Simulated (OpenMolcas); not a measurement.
# Ti³⁺ among point charges: CASSCF and CASPT2 levels and susceptibility

How does a field of 6 point charges split the states of Ti³⁺, and what χT follows?

Program: OpenMolcas 26.06. Level of theory: state-averaged CASSCF and CASPT2, spin-orbit coupling by RASSI with atomic mean-field integrals. These are calculated values, not measurements, unless marked.

### Step 1. Starting point

```
Species                           : Ti³⁺ (titanium, Z = 22, 19 electrons)
Basis                             : ANO-RCC-VDZP [5s4p2d1f], 34 functions
Scalar Hamiltonian                : DKH2, point nucleus
Inactive shells                   : 1s 2s 2p 3s 3p
Active space                      : 1 electron in 5 orbitals (3d)
Some configurations of this space : 3d
Orbitals                          : optimised for each spin and parity, averaged over all roots
```

The outer shells:

3d
```
3d [↑ ][  ][  ][  ][  ]
```

The ion sits among 6 point charges of -2 e arranged as an octahedron (Oh), 2.08 Å from the ion.

The work runs as a chain of OpenMolcas steps in one folder; each step below is one input file. Labels, J, g values, rates, χT and fits are worked out afterwards by a script from the matrices that RASSI stores. The input lists half of the charges; inversion (Group=XYZ) makes the rest.

### Step 2. One- and two-electron integrals

a.inp

```
&GATEWAY
Coord
1

Ti 0.0 0.0 0.0
Basis=ANO-RCC-VDZP
Group=XYZ
NoMove
AngMom=0.0 0.0 0.0
AMFI
XField
3 Angstrom 0
2.080000 0.000000 0.000000 -2.000000
0.000000 2.080000 0.000000 -2.000000
0.000000 0.000000 2.080000 -2.000000
&SEWARD
```

Command:

```sh
OMP_NUM_THREADS=1 MOLCAS_MEM=1689 MOLCAS_PROJECT=a pymolcas a.inp > a.log
```

Standard output:

```text
Basis set label: TI.ANO-RCC...5S4P2D1F.

      Electronic valence basis set:
      ------------------
      Associated Effective Charge  22.000000 au
      Associated Actual Charge     22.000000 au
      Nuclear Model: Point charge

      Shell  nPrim  nBasis  Cartesian Spherical Contaminant
         s      21       5        X
         p      15       4        X
         d      10       2                 X
         f       6       1                 X
                  Relativistic Douglas-Kroll-Hess integrals:
                    - DKH order of Hamiltonian: 2
                    - DKH order of Properties : 0
                  Atomic mean-field integrals
```

### Step 3. Reference wave functions, doublets of even parity, 5 roots

a.inp

```
&RASSCF
FileOrb=start.orb
Symmetry=1
Spin=2
nActEl=1 0 0
Inactive=3 6
Ras2=5 0
CIRoot=5 5 1
SDav=5
CIMx=300
Iter=120 100
PrWF=0.3
OrbListing=Nothing
MaxOrb=0
>>> COPY $Project.JobIph JOB001
```

start.orb holds the contracted functions of the basis, ordered by shell, or the orbitals of the step before.

Standard output, shortened:

```text
[...]
      Number of active orbitals                  5
[...]
      Spin quantum number                      0.5
[...]
      Active orbitals                            5   0
[...]
      Number of CSFs                             5
      Number of root(s) required                 5
[...]
      Convergence after  8 iterations
[...]
      Natural orbitals and occupation numbers for root  1
      sym 1:   1.000000  -0.000000   0.000000  -0.000000  -0.000000
      Natural orbitals and occupation numbers for root  2
      sym 1:   0.000000   0.000000   0.000000   1.000000   0.000000
      Natural orbitals and occupation numbers for root  3
      sym 1:   0.000000   1.000000   0.000000  -0.000000   0.000000
::    RASSCF root number  1 Total energy:   -860.25293745
::    RASSCF root number  2 Total energy:   -860.25293745
::    RASSCF root number  3 Total energy:   -860.25293745
::    RASSCF root number  4 Total energy:   -860.22421260
::    RASSCF root number  5 Total energy:   -860.22421260
```

### Step 4. RASSI: spin-orbit coupling between the states

a.inp

```
&RASSI
NrOfJobIphs=1 5
1 2 3 4 5
IphNames
JOB001
EJob
SpinOrbit
DIPRint=1.0
SOCoupling=1000.0
Subsets=2
Property=9
'ANGMOM' 1 'ANGMOM' 2 'ANGMOM' 3 'MLTPL  1' 1 'MLTPL  1' 2 'MLTPL  1' 3
'AMFI' 1 'AMFI' 2 'AMFI' 3
SOProperty=3
'ANGMOM' 1 'ANGMOM' 2 'ANGMOM' 3
```

Standard output, shortened:

```text
SPIN-FREE ENERGIES:
  (Shifted by EMIN (a.u.) =       -860.2529374541)
 SF State       Relative EMIN(au)   Rel lowest level(eV)    D:o, cm**(-1)      L_eff
     1             0.0000000000        0.0000000000              0.0000         2.0
     2             0.0000000000        0.0000000000              0.0000         2.0
     3             0.0000000000        0.0000000000              0.0000         2.0
     4             0.0287248584        0.7816432154           6304.3777         2.0
     5             0.0287248584        0.7816432154           6304.3777         2.0
     Dipole printing threshold changed to   1.00000000E+00
Eigenvalues of complex Hamiltonian:
   -----------------------------------
  (Shifted by EMIN (a.u.) =       -860.2529374541)
 SO State       Relative EMIN(au)   Rel lowest level(eV)    D:o, cm**(-1)     J-value
     1            -0.0003537459        0.0000000000              0.0000         1.7
     2            -0.0003537459        0.0000000000              0.0000         1.6
     3            -0.0003537459        0.0000000000              0.0000         1.4
     4            -0.0003537459        0.0000000000              0.0000         1.3
     5             0.0006586099        0.0275476055            222.1864         2.0
     6             0.0006586099        0.0275476055            222.1864         2.0
     7             0.0287492993        0.7919342063           6387.3801         2.1
     8             0.0287492993        0.7919342063           6387.3801         2.1
     9             0.0287492993        0.7919342063           6387.3801         1.2
    10             0.0287492993        0.7919342063           6387.3801         1.2
Weights of the five most important spin-orbit-free states for each spin-orbit state.
[...]
```

These steps: 1.6 s of run time, 1 thread of Arm Neoverse V1, shared host.

Spin-free states, with their symmetry labels:

| state | degeneracy | E (cm-1) | free-ion L (%) |
| --- | --- | --- | --- |
| 2T2 | 3 | 0 | D (100) |
| 2E | 2 | 6304 | D (100) |

With spin-orbit coupling:

```
E (cm-1)  Degeneracy  Label  2S+1               g
     0.0           4     Γ8     2                
   222.2           2     Γ7     2  2.00 2.00 2.00
    6387           4     Γ8     2
```

Principal g values are given for doublets only; a zero marks a field direction without first-order Zeeman splitting.

Powder χT (cm³ K/mol): 0.01 at 2 K, 0.01 at 5 K, 0.03 at 10 K, 0.05 at 20 K, 0.12 at 50 K, 0.23 at 100 K, 0.32 at 150 K, 0.38 at 200 K, 0.43 at 250 K, 0.46 at 300 K.

A ligand-field fit to the states below 45000 cm-1 gives 10Dq = 6304 cm-1, the gap between the two states.

### Step 5. CASPT2: IPEA 0.25, imaginary shift 0.1 (closed shells correlated: 3s 3p)

a.inp

```
>>> COPY JOB001 $Project.JobIph
&CASPT2
Multistate=5 1 2 3 4 5
NoMult
Frozen=2 3
IPEA=0.25
Imaginary=0.1
MaxIter=60
WThr=0.0 0.3 0.05
PrWF=0.5
NoMix
```

Standard output:

```text
Orbital specifications:
      -----------------------

      Symmetry species                           1   2
                                                ag  au
      Frozen orbitals                            2   3
      Inactive orbitals                          1   3
      Active orbitals                            5   0
      Secondary orbitals                         7  13
      Deleted orbitals                           0   0
      Number of basis functions                 15  19
Type of calculation                        SS-CASPT2
      Fock operator                              state-specific
      IPEA shift                                 0.25
      Real shift                                 0.00
      Imaginary shift                            0.10
      The input orbitals will be transformed to quasi-canonical
Reference energy:        -860.2529374541
      E2 (Non-variational):      -0.2094392444
      Shift correction:          -0.0000867889
      E2 (Variational):          -0.2095260333
      Total energy:            -860.4624634874
      Residual norm:              0.0000009918
      Reference weight:           0.96055
      Contributions to the CASPT2 correlation energy
      Active & Virtual Only:          0.0000000000
      One Inactive Excited:          -0.0400932498
      Two Inactive Excited:          -0.1693459946
Reference energy:        -860.2529374541
      E2 (Non-variational):      -0.2094402869
      Shift correction:          -0.0000867916
      E2 (Variational):          -0.2095270785
      Total energy:            -860.4624645326
      Residual norm:              0.0000009802
      Reference weight:           0.96054
      Contributions to the CASPT2 correlation energy
      Active & Virtual Only:          0.0000000000
      One Inactive Excited:          -0.0400946237
      Two Inactive Excited:          -0.1693456632
::    CASPT2 Root  1     Total energy:   -860.46246349
::    CASPT2 Root  2     Total energy:   -860.46246453
::    CASPT2 Root  3     Total energy:   -860.46246326
::    CASPT2 Root  4     Total energy:   -860.43242481
::    CASPT2 Root  5     Total energy:   -860.43250618
```

Time for this run: 0.52 s (1 thread of Arm Neoverse V1, shared host).

SS-CASPT2: lowest energy less the reference's lowest, -0.2095 hartree; reference weights 0.961.

Spin-free states, with their symmetry labels:

| state | degeneracy | E (cm-1) | free-ion L (%) |
| --- | --- | --- | --- |
| 2T2 | 3 | 0 | D (100) |
| 2E | 2 | 6584 | D (100) |

With spin-orbit coupling:

```json
{"E (cm-1)": "0", "Degeneracy": "4", "Label": "Γ8", "2S+1": "2", "g": ""}
{"E (cm-1)": "220", "Degeneracy": "2", "Label": "Γ7", "2S+1": "2", "g": "2.00 2.00 2.00"}
{"E (cm-1)": "6670", "Degeneracy": "4", "Label": "Γ8", "2S+1": "2", "g": ""}
```

Powder χT (cm³ K/mol): 0.01 at 2 K, 0.01 at 5 K, 0.02 at 10 K, 0.05 at 20 K, 0.12 at 50 K, 0.23 at 100 K, 0.32 at 150 K, 0.38 at 200 K, 0.43 at 250 K, 0.46 at 300 K.

A ligand-field fit to the states below 45000 cm-1 gives 10Dq = 6584 cm-1, the gap between the two states.

### Step 6. The methods side by side

A. CASSCF
B. SS-CASPT2, IPEA 0.25, imaginary shift 0.1 (closed shells correlated: 3s 3p)

```csv
method,ground state,first state of that spin (cm-1),first gap with spin-orbit (cm-1),χT at 300 K
A,2T2,2E 6304,222.2,0.46
B,2T2,2E 6584,222.0,0.46
```

### Step 7. Summary of results

| quantity | value |
| --- | --- |
| method | SS-CASPT2, IPEA 0.25, imaginary shift 0.1 (closed shells correlated: 3s 3p) |
| spin-free ground state | 2T2, 3-fold in its orbital part |
| first state of the same spin within the active space | 2E at 6580 cm⁻¹ |
| lowest level | 4-fold Γ8 |
| next level | 222.0 cm⁻¹ |
| χT at 300 K | 0.46 cm³ K/mol |
| effective moment at 300 K | 1.93 μB |

Cost by method:

```csv
method,time of its own steps,time with the reference
A. CASSCF,1.6 s,1.6 s
"B. SS-CASPT2, IPEA 0.25, imaginary shift 0.1, +3s 3p",0.52 s,2.1 s
```

Times are of one thread on a shared host.

**Reading.** The spin-free ground state (2T2) comes to 100 % from free-ion D terms and keeps the highest spin of the shell. χT at 300 K is 0.46, against 0.38 cm³ K/mol for the spin alone, so orbital moment adds to it. A ligand-field fit to the states below 45000 cm-1 gives 10Dq = 6584 cm-1, the gap between the two states. CASPT2 does not keep the components of a term degenerate, and the means are used. The field of point charges can differ much from that of real complexes. Point charges carry no covalency, so the field is a model and not that of real ligands.
